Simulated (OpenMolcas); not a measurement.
# BBrCl2 (bromodichloroborane): FNO-MP2/ANO-RCC-VDZ (DKH2, RICD fitting, virtual fraction 0.8)

Aim: the energy change on altering one bond length of BBrCl2 (bromodichloroborane) at FNO-MP2/ANO-RCC-VDZ (DKH2, RICD fitting, virtual fraction 0.8), from 2 runs. 

The calculation is run with OpenMolcas 26.06.

### Step 1. Starting point

BBrCl2: 4 atoms, total charge 0, spin state singlet. SMILES: `ClB(Cl)Br`. The coordinates come from a PBE0-D4/def2-TZVP relaxation.

Bond lengths: Cl1–B2 1.735 Å, B2–Cl3 1.735 Å, B2–Br4 1.901 Å. Angles: Cl1–B2–Cl3 120.1°, Cl1–B2–Br4 119.9°, Cl3–B2–Br4 119.9°.

### Step 2. The energy at FNO-MP2/ANO-RCC-VDZ (DKH2, RICD fitting, virtual fraction 0.8)

job.input

```
* BBrCl2 FNO-MP2

&GATEWAY
 Coord
 4
 bohr
 Cl     1.10000958     1.25855760     2.85499823
 B      0.07029781    -0.07199857     0.04176295
 Cl     0.83960532    -3.17322811    -0.69088387
 Br    -1.90503291     1.87290756    -2.24423875
 Basis = ANO-RCC-VDZ
 Group = NoSym
 RICD

&SEWARD

&SCF
 PrOrbitals = 1 1

&MBPT2
 FNOMP2 = 0.8
 DoMP2
 Frozen = 20
```

Launch:

```sh
export MOLCAS_MEM=1860
pymolcas job.input > job.log
```

Standard output:

```text
--- Start Module: gateway ---
[...]
--- Stop Module: gateway /rc=_RC_ALL_IS_WELL_ ---
[...]
      Basis functions           57
[...]
--- Start Module: scf ---
[...]
       Convergence after  10 Iterations
[...]
::    Total SCF energy                              -3550.8953931572
[...]
      Total spin, S                                     0.0000000000
[...]
      Total electronic charge=   74.000000
      Total            charge=   -0.000000
[...]
      Dipole Moment (debye):
      Origin of the operator (angstrom)=   -0.2706    0.2650   -0.3342
                   X= -1.0975E-01               Y=  1.0814E-01               Z= -1.2619E-01           Total=  1.9916E-01
      Quadrupole Moment (debye*angstrom):
[...]
--- Stop Module: scf /rc=_RC_ALL_IS_WELL_ ---
[...]
--- Start Module: mbpt2 ---
[...]
WARNING!
Default frozen orbitals as non valence orbitals is overwritten by user input.
Default values:  25
[...]
       Reference weight ( Cref**2 )         =        0.92457
::    Total MBPT2 energy                            -3551.0597873700
[...]
--- Stop Module: mbpt2 /rc=_RC_ALL_IS_WELL_ ---
[...]
```

Wall time 7.2 s (1 thread of Intel Xeon Platinum 8488C (Sapphire Rapids), shared host); peak memory 0.24 GiB.

### Step 3. The distorted shape, same level

job.input

```
>>> EXPORT MOLCAS_PRINT=2

&GATEWAY
  Coord
  4
  bohr
  Cl     2.08769194     0.28608753     3.99801986
  B      1.05798018    -1.04446864     1.18478458
  Cl     1.82728768    -4.14569818     0.45213776
  Br    -1.90503291     1.87290756    -2.24423875
  Basis=ANO-RCC-VDZ
  Group=NoSym
  RICD

&SEWARD

&SCF
  PrOrbitals=1 1

&MBPT2
  FNOMP2=0.8
  DoMP2
  Frozen=20
```

Launch:

```sh
export MOLCAS_MEM=1860
pymolcas job.input > job.log
```

Standard output:

```text
--- Start Module: gateway ---
[...]
--- Stop Module: gateway /rc=_RC_ALL_IS_WELL_ ---
[...]
      Basis functions           57
[...]
--- Start Module: scf ---
[...]
       Convergence after  13 Iterations
[...]
::    Total SCF energy                              -3550.8031849320
[...]
      Total spin, S                                     0.0000000000
[...]
      Total electronic charge=   74.000000
      Total            charge=   -0.000000
[...]
      Dipole Moment (debye):
      Origin of the operator (angstrom)=   -0.0059    0.0044   -0.0280
                   X=  2.1987E+00               Y= -2.1647E+00               Z=  2.5450E+00           Total=  3.9996E+00
      Quadrupole Moment (debye*angstrom):
[...]
--- Stop Module: scf /rc=_RC_ALL_IS_WELL_ ---
[...]
--- Start Module: mbpt2 ---
[...]
WARNING!
Default frozen orbitals as non valence orbitals is overwritten by user input.
Default values:  25
[...]
       Reference weight ( Cref**2 )         =        0.90277
::    Total MBPT2 energy                            -3550.9826918276
[...]
--- Stop Module: mbpt2 /rc=_RC_ALL_IS_WELL_ ---
[...]
```

Run time: 6.9 s. Hardware: 1 thread of Intel Xeon Platinum 8488C (Sapphire Rapids), shared host; peak memory 0.24 GiB.

### Step 4. Summary of results

Level: FNO-MP2/ANO-RCC-VDZ (DKH2, RICD fitting, virtual fraction 0.8), 20 core orbitals frozen.

```
                                                          quantity           value
                                         first shape: total energy  -3551.05979 Eh
                   first shape: dipole moment (mean-field density)          0.20 D
                  first shape: HOMO energy (Hartree–Fock orbitals)       -12.12 eV
                  first shape: LUMO energy (Hartree–Fock orbitals)         1.40 eV
                first shape: HOMO–LUMO gap (Hartree–Fock orbitals)        13.52 eV
         first shape: correlation energy (20 core orbitals frozen)      -164.4 mEh
                                     distorted shape: total energy  -3550.98269 Eh
               distorted shape: dipole moment (mean-field density)          4.00 D
              distorted shape: HOMO energy (Hartree–Fock orbitals)       -10.89 eV
              distorted shape: LUMO energy (Hartree–Fock orbitals)        -1.02 eV
            distorted shape: HOMO–LUMO gap (Hartree–Fock orbitals)         9.87 eV
     distorted shape: correlation energy (20 core orbitals frozen)      -179.5 mEh
energy change with the B2–Br4 bond stretched from 1.901 to 2.852 Å        2.098 eV
```

**Reading.** With the B2–Br4 bond stretched from 1.901 to 2.852 Å the energy rises by 2.10 eV (202 kJ/mol). The first shape isn't relaxed at this level, so the change isn't measured from a minimum.
